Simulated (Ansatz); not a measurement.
## BGeH₅O, SMILES [BH2][GeH2][OH]: the energy of protonation at one site, step by step

With the Ansatz DFT code, driven from Python.

Input file `bgeh5o.xyz`:
```text
8

B    -1.07900    0.64170   -0.77380
Ge    0.49550    0.03020    0.21260
O     0.19940   -1.65190    0.73250
H    -1.98190   -0.01740   -0.93690
H    -1.14840    1.77650   -1.23990
H     0.74080    0.95070    1.44950
H     1.76210    0.09380   -0.71600
H     1.10370   -1.88060    1.21610
```

The cells in order, each with its output:

In [1]:
```python
import ansatz as az
import numpy as np
```

In [2]:
```python
bgeh5o = az.Crystal.molecule_from_extxyz("bgeh5o.xyz")
```

In [3]:
```python
setup = bgeh5o.calculation()
setup = setup.basis(gaussian="def2-SVP")
setup = setup.functional("b3lyp")
symbols = [site.symbol for site in bgeh5o.cartesian_sites]
start = np.array([site.position_ang for site in bgeh5o.cartesian_sites], dtype=float)
summary = setup.relax(force_tolerance=0.01, max_steps=100).run().report
end = np.array(summary["positions_ang"])
```

In [4]:
```python
# start the new hydrogen opposite the existing bonds
away = sum((end[2] - end[j]) / np.linalg.norm(end[2] - end[j]) for j in [1, 7]) + np.array([0.15, 0.1, -0.2])
proton = end[2] + 1.0 * away / np.linalg.norm(away)
acid = az.Crystal.molecule()
for symbol, place in zip(symbols, end):
    acid = acid.atom(symbol, place.tolist())
acid = acid.atom("H", proton.tolist())
protonated = (
    acid.calculation()
    .basis(gaussian="def2-SVP")
    .functional("b3lyp")
    .charge(1)
    .relax(force_tolerance=0.01, max_steps=80)
)
after = protonated.run().report
xyz = np.array(after["positions_ang"])
reach = np.linalg.norm(xyz[:-1] - xyz[-1], axis=1)
print(f"base {summary['free_energy_ev']:.5f} eV, protonated {after['free_energy_ev']:.5f} eV")
print(f"the proton ends {reach.min():.3f} A from {symbols[reach.argmin()]}{reach.argmin()}")
print(f"electronic proton affinity {(summary['free_energy_ev'] - after['free_energy_ev']):.3f} eV")
```
```text
base -59314.39059 eV, protonated -59323.48013 eV
the proton ends 0.974 A from O2
electronic proton affinity 9.090 eV
```

Notes:
- These settings explore the input space; basis and method may be short of convergence.
- The proton is put on one chosen atom, which needn't be the most basic site, so the molecule's proton affinity can be higher; the ends are stationary points, not checked by frequencies, and zero-point and thermal terms count only where printed.
- b3lyp holds the VWN-RPA fit, as in Gaussian; the form of ORCA and Turbomole is b3lyp5.
- Run time: 52 s on 1 thread of Intel(R) Xeon(R) 6975P-C (Granite Rapids), with other jobs on the host, peak memory 0.26 GiB.

(Lines on the test bed's own set-up are left out of the output.)
